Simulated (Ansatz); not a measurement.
WS2, space group P-3m1, a band structure

Program: the Python package of Ansatz (0.2.0).

Typed at the interpreter:
```pycon
>>> import warnings
>>> import ansatz as az
>>> import matplotlib.pyplot as plt
>>> import numpy as np
>>> warnings.simplefilter("ignore", az.DeckWarning)
>>> lattice = az.Lattice.of(
...     (3.183209, 0.0, 0.0),
...     (-1.591604, 2.756739, 0.0),
...     (0.0, 0.0, 23.668763),
... )
>>> sites = [
...     ("W", (1 / 3, 2 / 3, 0.637318)),
...     ("W", (2 / 3, 1 / 3, 0.362682)),
...     ("S", (1 / 3, 2 / 3, 0.296816)),
...     ("S", (2 / 3, 1 / 3, 0.571442)),
...     ("S", (1 / 3, 2 / 3, 0.428558)),
...     ("S", (2 / 3, 1 / 3, 0.703184)),
... ]
>>> structure = az.Crystal(lattice=lattice)
>>> for symbol, position in sites:
...     structure = structure.atom(symbol, position)
...
>>> structure.resolved().tree()["lattice"]
((3.183209, 0.0, 0.0), (-1.591604, 2.756739, 0.0), (0.0, 0.0, 23.668763))
>>> # high-symmetry points in fractions of the reciprocal vectors
>>> path = [
...     ("G", (0.0, 0.0, 0.0)),
...     ("M", (0.5, 0.0, 0.0)),
...     ("K", (0.33333, 0.33333, 0.0)),
...     ("G", (0.0, 0.0, 0.0)),
...     ("A", (0.0, 0.0, 0.5)),
...     ("L", (0.5, 0.0, 0.5)),
... ]
>>> calculation = (
...     structure.calculation()
...     .functional("lda")
...     .basis(420)
...     .kpoints(9, 9, 2)
...     .occupations("Marzari-Vanderbilt", width=0.1)
...     .band_structure([point for _, point in path], intervals=6)
...     .scf(extra_bands=6)
... )
>>> res = calculation.run(threads=1)
>>> r = res.report
>>> r["n_electrons"]
52.0
>>> res.lattice.cell_ang
array([[ 3.18320850e+00, -2.88675135e-07,  0.00000000e+00],
       [-1.59160400e+00,  2.75673957e+00,  0.00000000e+00],
       [ 0.00000000e+00,  0.00000000e+00,  2.36687630e+01]])
>>> r["kweights"]
[0.006172839506172839, 0.006172839506172839, 0.037037037037037035, 0.037037037037037035, 0.037037037037037035, 0.037037037037037035, 0.037037037037037035, 0.037037037037037035, 0.037037037037037035, 0.037037037037037035, 0.037037037037037035, 0.037037037037037035, 0.07407407407407407, 0.07407407407407407, 0.07407407407407407, 0.07407407407407407, 0.037037037037037035, 0.037037037037037035, 0.037037037037037035, 0.037037037037037035, 0.07407407407407407, 0.07407407407407407, 0.012345679012345678, 0.012345679012345678]
>>> print(f"free energy      {r['free_energy_ev']:.5f} eV")
free energy      -23743.16893 eV
>>> print(f"per atom         {r['free_energy_ev'] / len(res.lattice.sites):.5f} eV")
per atom         -3957.19482 eV
>>> print(f"SCF iterations   {r['n_iterations']}  (converged: {r['converged']})")
SCF iterations   9  (converged: True)
>>> bands = res.band_structure()
>>> fermi = bands.fermi_energy_ev
>>> print(f"zero of the bands: {fermi:.3f} eV, the Fermi level found on the SCF mesh")
zero of the bands: 3.736 eV, the Fermi level found on the SCF mesh
>>> reciprocal = 2 * np.pi * np.linalg.inv(res.lattice.cell_ang).T
>>> steps = np.linalg.norm(np.diff(bands.kpoints_frac @ reciprocal, axis=0), axis=1)
>>> distance = np.concatenate([[0], np.cumsum(steps)])
>>> fig, ax = plt.subplots(figsize=(5, 4))
>>> for channel, colour in zip(bands.channels, ("C0", "C3")):
...     ax.plot(distance, channel.eigenvalues_ev - fermi, colour, lw=1)
...
[<matplotlib.lines.Line2D object at 0x...>, <matplotlib.lines.Line2D object at 0x...>, <matplotlib.lines.Line2D object at 0x...>, <matplotlib.lines.Line2D object at 0x...>, <matplotlib.lines.Line2D object at 0x...>, <matplotlib.lines.Line2D object at 0x...>, <matplotlib.lines.Line2D object at 0x...>, <matplotlib.lines.Line2D object at 0x...>, <matplotlib.lines.Line2D object at 0x...>, <matplotlib.lines.Line2D object at 0x...>, <matplotlib.lines.Line2D object at 0x...>, <matplotlib.lines.Line2D object at 0x...>, <matplotlib.lines.Line2D object at 0x...>, <matplotlib.lines.Line2D object at 0x...>, <matplotlib.lines.Line2D object at 0x...>, <matplotlib.lines.Line2D object at 0x...>, <matplotlib.lines.Line2D object at 0x...>, <matplotlib.lines.Line2D object at 0x...>, <matplotlib.lines.Line2D object at 0x...>, <matplotlib.lines.Line2D object at 0x...>, <matplotlib.lines.Line2D object at 0x...>, <matplotlib.lines.Line2D object at 0x...>, <matplotlib.lines.Line2D object at 0x...>, <matplotlib.lines.Line2D object at 0x...>, <matplotlib.lines.Line2D object at 0x...>, <matplotlib.lines.Line2D object at 0x...>, <matplotlib.lines.Line2D object at 0x...>, <matplotlib.lines.Line2D object at 0x...>, <matplotlib.lines.Line2D object at 0x...>, <matplotlib.lines.Line2D object at 0x...>, <matplotlib.lines.Line2D object at 0x...>, <matplotlib.lines.Line2D object at 0x...>]
>>> ax.set_xticks(distance[::6], [label for label, _ in path])
[<matplotlib.axis.XTick object at 0x...>, <matplotlib.axis.XTick object at 0x...>, <matplotlib.axis.XTick object at 0x...>, <matplotlib.axis.XTick object at 0x...>, <matplotlib.axis.XTick object at 0x...>, <matplotlib.axis.XTick object at 0x...>]
>>> ax.set(ylim=(-8, 8), ylabel="E - E_F (eV)", xlim=(0, distance[-1]))
[(-8.0, 8.0), Text(0, 0.5, 'E - E_F (eV)'), (0.0, 4.3857737426318915)]
>>> ax.grid(axis="x")
>>> fig.savefig("bands.png", dpi=100)
>>> first = bands.channels[0].eigenvalues_ev - fermi
>>> near = np.argsort(np.abs(first.mean(axis=0)))[:4]
>>> for band in sorted(near):
...     print(f"band {band + 1}: {first[:, band].min():.3f} to {first[:, band].max():.3f} eV")
...
band 25: -2.339 to -1.158 eV
band 26: -2.251 to -0.780 eV
band 27: 0.650 to 1.775 eV
band 28: 0.650 to 1.775 eV
```

What to keep in mind:
- Absolute energies stand on the zero of these potentials, so only differences at equal settings mean something.
- Spin is left out of this run.
- The cell holds layers, chains or clusters in vacuum, no bulk phase.
- The computed bands are complete only to about 1.8 eV above the Fermi level.
- An opening on this mesh may only mean that it misses a point where bands touch.
- Points of the mesh across the vacuum add cost only.
- Legs of the path along the vacuum direction only repeat the in-plane bands.
- This cell is a computed structure, which may not be the phase found in nature.
- Levels are Kohn-Sham eigenvalues on this mesh, without spin-orbit coupling.
- The whole script took 15 s on 1 thread of Arm Neoverse V1 (shared host), peak memory 0.54 GiB.
